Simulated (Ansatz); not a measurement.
# GaAg3S2: the cost of one run

Computed with Ansatz 0.2.0 (DFT PBE, scalar-relativistic, plane waves, PAW, unless a step's input says otherwise).

## 1. The system as given

The structure is hexagonal, space group P-6m2 (No. 187). The conventional cell has a = 4.162 Å, b = 4.162 Å, c = 8.337 Å, α = 90.00°, β = 90.00°, γ = 120.00°. Ga (site symmetry -6m2) is surrounded by 3 Ag at 2.40 Å and 6 S at 3.11 Å. Around Ag (site symmetry -6m2) lie 3 Ag at 2.40 Å and 6 S at 3.25 Å. Ag (site symmetry -6m2) is surrounded by 3 Ga at 2.40 Å and 6 S at 3.11 Å. Around S (site symmetry 3m) lie 9 Ag at 3.11 to 3.25 Å and 3 Ga at 3.11 Å.

Structure file:

```cif
data_structure
_symmetry_space_group_name_H-M 'P 1'
_symmetry_Int_Tables_number 1
_cell_length_a 4.1623
_cell_length_b 4.1623
_cell_length_c 8.3365
_cell_angle_alpha 90.000
_cell_angle_beta 90.000
_cell_angle_gamma 120.000
_cell_volume 125.08
loop_
_atom_site_label
_atom_site_type_symbol
_atom_site_fract_x
_atom_site_fract_y
_atom_site_fract_z
_atom_site_occupancy
Ga1 Ga 0.00000 0.00000 0.00000 1
Ag1 Ag 0.00000 0.00000 0.50000 1
Ag2 Ag 0.33333 0.66667 0.00000 1
Ag3 Ag 0.33333 0.66667 0.50000 1
S1 S 0.66667 0.33333 0.23765 1
S2 S 0.66667 0.33333 0.76235 1
```

A structure generator made this guess: species swapped into a database cell of Ce2CoSi3 (P-6m2, No. 187), with S on the Ce sites, Ga on the Co sites and Ag on the Si sites. Its size is a rough estimate.

## 2. Probe: one point on a coarse mesh

input.yaml

```yaml
crystal:
  lattice:
    - [4.16233055, 0.0, 0.0]
    - [-2.08116527, 3.60468399, 0.0]
    - [0.0, 0.0, 8.33653611]
  atoms:
    - { symbol: Ga, position: [0.0, 0.0, 0.0] }
    - { symbol: Ag, position: [0.0, 0.0, 0.5] }
    - { symbol: Ag, position: [0.33333333, 0.66666667, 0.0] }
    - { symbol: Ag, position: [0.33333333, 0.66666667, 0.5] }
    - { symbol: S, position: [0.66666667, 0.33333333, 0.23765101] }
    - { symbol: S, position: [0.66666667, 0.33333333, 0.76234899] }
basis:
  ecutwfc: 420
kpoints:
  mp_grid: { grid: [6, 6, 2] }
hamiltonian:
  xc: pbe
scf:
  occupations: { method: gaussian, width: 0.1 }
  lower_state_search: "off"
output:
  forces: true
  stress: true
  eigenvalues: true
```

On the command line:

```sh
$ ansatz run input.yaml --threads 1 --pin off --max-ram 2560MiB --backend cpu --events-out ev --progress --plain --runs-dir out
```

Q: Estimate wall time and peak memory on 1 thread of AMD EPYC 7R13 (Zen 3), shared host.

About 7.4 s, with a peak of 0.43 GiB.
